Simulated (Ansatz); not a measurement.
# BaCdPtC6N6: the cost of one run

Program: Ansatz 0.2.0. Level of theory: DFT PBE, scalar-relativistic, plane waves, PAW. These are calculated values, not measurements.

## Step 1: The starting structure

The structure is cubic, space group F-43m (No. 216). Conventional cell: a = 10.369 Å, b = 10.369 Å, c = 10.369 Å, α = 90.00°, β = 90.00°, γ = 90.00°. Around Ba (site symmetry -43m) lie 12 N at 3.70 Å and 12 C at 3.73 Å. Cd (site symmetry -43m) has 6 N at 2.10 Å in its first shell of neighbours. Pt (site symmetry -43m) has 6 C at 1.92 Å in its first shell of neighbours. Around C (site symmetry 2mm) lie 1 N at 1.17 Å and 1 Pt at 1.92 Å. Around N (site symmetry 2mm) lie 1 C at 1.17 Å.

Structure file:

```cif
data_structure
_symmetry_space_group_name_H-M 'F-43m'
_symmetry_Int_Tables_number 216
_cell_length_a 10.3690
_cell_length_b 10.3690
_cell_length_c 10.3690
_cell_angle_alpha 90.000
_cell_angle_beta 90.000
_cell_angle_gamma 90.000
_cell_volume 1114.84
loop_
_atom_site_label
_atom_site_type_symbol
_atom_site_symmetry_multiplicity
_atom_site_Wyckoff_symbol
_atom_site_fract_x
_atom_site_fract_y
_atom_site_fract_z
_atom_site_occupancy
Ba1 Ba 4 c 0.25000 0.25000 0.25000 1
Cd1 Cd 4 b 0.50000 0.00000 0.00000 1
Pt1 Pt 4 a 0.00000 0.00000 0.00000 1
C1 C 24 f 0.18488 0.00000 0.00000 1
N1 N 24 f 0.29771 0.00000 0.00000 1
```

A structure generator made this guess: cyanide-bridged rock-salt net of two metals, 1 guest cations a cell (F-43m, No. 216). Its size is a rough estimate.

## Step 2: A first look at the guess

The input, input.yaml:

```yaml
crystal:
  lattice:
    - [0.0, 5.1845, 5.1845]
    - [5.1845, 0.0, 5.1845]
    - [5.1845, 5.1845, 0.0]
  atoms:
    - { symbol: Ba, position: [0.75, 0.75, 0.75] }
    - { symbol: Cd, position: [0.5, 0.5, 0.5] }
    - { symbol: Pt, position: [0.0, 0.0, 0.0] }
    - { symbol: C, position: [0.815122, 0.184878, 0.184878] }
    - { symbol: C, position: [0.184878, 0.184878, 0.815122] }
    - { symbol: C, position: [0.815122, 0.184878, 0.815122] }
    - { symbol: C, position: [0.184878, 0.815122, 0.815122] }
    - { symbol: C, position: [0.815122, 0.815122, 0.184878] }
    - { symbol: C, position: [0.184878, 0.815122, 0.184878] }
    - { symbol: "N", position: [0.70228566, 0.29771434, 0.29771434] }
    - { symbol: "N", position: [0.29771434, 0.29771434, 0.70228566] }
    - { symbol: "N", position: [0.70228566, 0.29771434, 0.70228566] }
    - { symbol: "N", position: [0.29771434, 0.70228566, 0.70228566] }
    - { symbol: "N", position: [0.70228566, 0.70228566, 0.29771434] }
    - { symbol: "N", position: [0.29771434, 0.70228566, 0.29771434] }
basis:
  ecutwfc: 420
kpoints:
  mp_grid: { grid: [4, 4, 4] }
hamiltonian:
  xc: pbe
scf:
  occupations: { method: gaussian, width: 0.1 }
  lower_state_search: "off"
output:
  forces: true
  stress: true
  eigenvalues: true
```

Launch:

```
> ansatz run input.yaml --threads 1 --pin off --max-ram 2560MiB --backend cpu --events-out ev --progress --plain --runs-dir out
```

Q: Estimate wall time and peak memory on 1 thread of AMD EPYC 9R45 (Zen 5), shared host.

About 4.8 s, with a peak of 0.62 GiB.
